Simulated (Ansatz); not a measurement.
# CHBrN (doublet): from Hartree-Fock to the top rungs at distance Br1–H2 along a hydrogen transfer = 1.659 Å, cc-pVDZ

An exercise on one series of results from a longer session: the logs are not shown, and one member is left open.

The runs use Ansatz 0.2.0, Gaussian basis; cc-pVDZ, core rule «outside noble gas», up to 16 orbitals frozen.

To be run: UHF; CCSD(T) on ROHF; CCSD(T) on UHF; BCCD(T) on ROHF; CISD; CCSDT(Q) on ROHF; CCSDT(Q) on UHF; CASSCF and MRCISD+Q, 3 electrons in 3 orbitals; CASSCF and NEVPT2, 3 electrons in 3 orbitals.

**What is computed**

The geometry derives from fragments relaxed apart (PBE0/def2-TZVP) and kept rigid, so it is no stationary point. A hydrogen atom is moved between rigid fragments. No spin-orbit coupling is included. The filled d shell of Br may be among the frozen orbitals whatever the setting's name suggests; the logs give the count.

4 atoms, charge 0, spin multiplicity 2.

Atoms are counted from 1 here; the program's logs count them from 0.

Bond lengths: Br1–H2 1.659 Å, H2–C4 1.185 Å, N3–C4 1.160 Å. Angles: Br1–H2–C4 180.0°, H2–C4–N3 180.0°.

Set-up of the first run:

Contents of in.yaml:

```yaml
crystal:
  periodic: [false, false, false]
  atoms:
    - {symbol: Br, position_ang: [0.000000, 0.000000, -2.126771]}
    - {symbol: H, position_ang: [0.000000, 0.000000, -0.467771]}
    - {symbol: N, position_ang: [0.000000, 0.000000, 1.877313]}
    - {symbol: C, position_ang: [0.000000, 0.000000, 0.717229]}
basis:
  gaussian: {orbitals: cc-pVDZ}
magnetization: {spin_polarized: true, initial_magnetization: 1}
hamiltonian: {xc: hf}
output: {orbitals: {seedname: orbitals}}
```

Run with:

```sh
> ansatz run in.yaml --threads 1 --pin off --events-out ev --progress --plain --max-ram 2560MiB --backend cpu
```

Steps of the session up to this table: UHF; CCSD(T) on ROHF; CCSD(T) on UHF; BCCD(T) on ROHF; CISD; CCSDT(Q) on ROHF; CCSDT(Q) on UHF; CASSCF and MRCISD+Q, 3 electrons in 3 orbitals; CASSCF and NEVPT2, 3 electrons in 3 orbitals.

One table of the session follows, with a row left open; its other results are not shown here.

| method | from UCCSDT(Q) (meV) |
| --- | --- |
| ROHF | +11967.1 |
| UHF | +11763.4 |
| RMP2 | +1049.0 |
| UMP2 | +1341.6 |
| CISD | +1814.8 |
| RCCSD | +482.0 |
| UCCSD | +478.8 |
| RCCSD(T) | +64.5 |
| UCCSD(T) | ? |
| BCCD(T) | +64.5 |
| RCCSDT | +51.5 |
| UCCSDT | +50.3 |
| RCCSDT(Q) | +2.4 |
| UCCSDT(Q) | 0 |
| CASSCF pair | +11184.0 |
| NEVPT2 pair | +1082.2 |
| MRCISD pair | +1604.3 |
| MRCISD+Q pair | +318.7 |

Q: Estimate the row for UCCSD(T) from the others.

**Answer.** from UCCSDT(Q) (meV): +74.6. In the column «from UCCSDT(Q) (meV)» it lies between BCCD(T) (+64.5) and MRCISD+Q pair (+318.7).

Caveats from the session: Restricted and unrestricted rows rest on different reference determinants; where their highest levels disagree by more than a few hundredths of an eV, they describe different states and don't form one ladder.
